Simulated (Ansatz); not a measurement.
# Sn: the cost of one run

Computed with Ansatz 0.2.0 (DFT r2SCAN, scalar-relativistic, plane waves, PAW, unless a step's input says otherwise).

## 1. The structure to begin with

The structure is orthorhombic, space group Immm (No. 71). Conventional cell: a = 3.453 Å, b = 3.551 Å, c = 4.677 Å, α = 90.00°, β = 90.00°, γ = 90.00°. Sn (site symmetry mmm) is surrounded by 12 Sn at 3.41 to 3.55 Å.

As a file:

```
Sn
1.0
    -1.72654    1.77555    2.33834
     1.72654   -1.77555    2.33834
     1.72654    1.77555   -2.33834
Sn
1
Direct
  0.00000 0.00000 0.00000
```

Source of the structure: the Materials Project (structure only).

## 2. Quick check of gap, pressure and forces

input.yaml

```yaml
crystal:
  lattice:
    - [-1.726539, 1.775547, 2.338342]
    - [1.726539, -1.775547, 2.338342]
    - [1.726539, 1.775547, -2.338342]
  atoms:
    - { symbol: Sn, position: [0.0, 0.0, 0.0] }
basis:
  ecutwfc: 300.0
kpoints:
  mp_grid: { grid: [8, 8, 8] }
hamiltonian:
  xc: r2scan
scf:
  occupations: { method: gaussian, width: 0.1 }
output:
  forces: true
  stress: true
  eigenvalues: true
```

Started as:

```bash
ansatz run input.yaml --threads 1 --pin off --max-ram 2560MiB --backend cpu --events-out ev --progress --plain --runs-dir out
```

Q: Estimate wall time and peak memory on 1 thread of Intel Xeon Platinum 8375C at 2.90GHz (Ice Lake), shared host.

About 2 s, with a peak of 0.37 GiB.
